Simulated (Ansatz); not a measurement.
Molecular dynamics of C

Input:

```yaml
accuracy: low
crystal:
  lattice:
    - [0.0, 3.57, 3.57]
    - [3.57, 0.0, 3.57]
    - [3.57, 3.57, 0.0]
  atoms:
    - { symbol: C, position: [0.0, 0.0, 0.0] }
    - { symbol: C, position: [0.125, 0.125, 0.125] }
    - { symbol: C, position: [0.0, 0.0, 0.5] }
    - { symbol: C, position: [0.125, 0.125, 0.625] }
    - { symbol: C, position: [0.0, 0.5, 0.0] }
    - { symbol: C, position: [0.125, 0.625, 0.125] }
    - { symbol: C, position: [0.0, 0.5, 0.5] }
    - { symbol: C, position: [0.125, 0.625, 0.625] }
    - { symbol: C, position: [0.5, 0.0, 0.0] }
    - { symbol: C, position: [0.625, 0.125, 0.125] }
    - { symbol: C, position: [0.5, 0.0, 0.5] }
    - { symbol: C, position: [0.625, 0.125, 0.625] }
    - { symbol: C, position: [0.5, 0.5, 0.0] }
    - { symbol: C, position: [0.625, 0.625, 0.125] }
    - { symbol: C, position: [0.5, 0.5, 0.5] }
    - { symbol: C, position: [0.625, 0.625, 0.625] }
basis:
  ecutwfc: 420.0
kpoints:
  mp_grid: { grid: [3, 3, 3] }
hamiltonian:
  xc: pbe
scf:
  occupations: { method: fermi_dirac, width: 0.17 }
  lower_state_search: "off"
md:
  timestep: 1
  n_steps: 120
  ensemble: nvt_langevin
  temperature: 2000.0
  initial_velocities: maxwell_boltzmann
  seed: 752232
  friction: 0.02
```

Command:

```bash
$ ansatz run input.yaml --threads 1 --pin off --max-ram 3072MiB --backend cpu --events-out ev --progress --plain --runs-dir out
```

It starts from a structure without forces on its atoms.

Output, in part (step lines):

```
md step     0: t =     0.00 fs  T =  1875.0 K  F+E_penalty+E_count = -4012.84875819 eV  E_kin = 3.877800 eV  (6 SCF iters)
md step     1: t =     1.00 fs  T =  1615.0 K  F+E_penalty+E_count = -4012.70275427 eV  E_kin = 3.340099 eV  (7 SCF iters)
md step     2: t =     2.00 fs  T =  1590.1 K  F+E_penalty+E_count = -4012.30538226 eV  E_kin = 3.288635 eV  (7 SCF iters)
md step     3: t =     3.00 fs  T =  1276.5 K  F+E_penalty+E_count = -4011.71399402 eV  E_kin = 2.639991 eV  (7 SCF iters)
md step     4: t =     4.00 fs  T =   933.8 K  F+E_penalty+E_count = -4011.06021345 eV  E_kin = 1.931280 eV  (7 SCF iters)
md step     5: t =     5.00 fs  T =   661.5 K  F+E_penalty+E_count = -4010.44857179 eV  E_kin = 1.368069 eV  (5 SCF iters)
md step     6: t =     6.00 fs  T =   448.1 K  F+E_penalty+E_count = -4009.98253652 eV  E_kin = 0.926814 eV  (5 SCF iters)
md step     7: t =     7.00 fs  T =   352.6 K  F+E_penalty+E_count = -4009.74350488 eV  E_kin = 0.729194 eV  (5 SCF iters)
[... lines left out ...]
md step   119: t =   119.00 fs  T =  1949.2 K  F+E_penalty+E_count = -4009.43805210 eV  E_kin = 4.031266 eV  (5 SCF iters)
md step   120: t =   120.00 fs  T =  1929.0 K  F+E_penalty+E_count = -4009.27234341 eV  E_kin = 3.989427 eV  (7 SCF iters)
```

The steps, from the saved trajectory:

```csv
time (fs),T (K),potential energy less start (eV)
0.0,1875,0.000
4.0,934,1.789
8.0,397,3.111
12.0,989,1.638
16.0,1352,1.504
20.0,771,3.335
24.0,987,2.943
28.0,1920,1.421
32.0,1472,2.244
36.0,1032,3.562
40.0,1453,2.411
44.0,1377,1.898
48.0,991,2.992
52.0,1186,3.317
56.0,1729,2.389
60.0,1424,2.485
64.0,1365,2.664
68.0,1604,2.261
72.0,1499,2.524
76.0,1350,3.589
80.0,1486,3.964
84.0,1538,3.390
88.0,1584,2.656
92.0,1527,2.389
96.0,1259,3.002
100.0,1531,3.233
104.0,1530,3.295
108.0,1851,3.252
112.0,1381,3.512
116.0,1760,3.157
120.0,1929,3.576
```

The run went to its last step. The mean temperature of the second half is 23 % below the set value. A run of 0.12 ps of so small a system gives no equilibrium averages. Limits of this set-up: low accuracy level.

Mean squared displacements from the first frame to the last, about the centre of mass: C 0.01 Å².

Last frame:

```xyz
16
Lattice="0.0000 3.5700 3.5700 3.5700 0.0000 3.5700 3.5700 3.5700 0.0000" Properties=species:S:1:pos:R:3
C -0.250 -0.133 0.112
C 0.487 0.712 1.025
C 1.459 1.492 0.156
C 2.431 2.423 1.055
C 1.547 -0.219 1.950
C 2.338 0.709 2.718
C 3.374 1.586 1.801
C 4.223 2.393 2.865
C -0.266 1.787 1.829
C 0.657 2.529 2.797
C 1.591 3.411 1.816
C 2.445 4.381 2.715
C 1.532 1.649 3.595
C 2.371 2.627 4.448
C 3.209 3.399 3.671
C 4.205 4.323 4.637
```

Time of the run: 7.8 min on 1 CPU thread of a shared host.
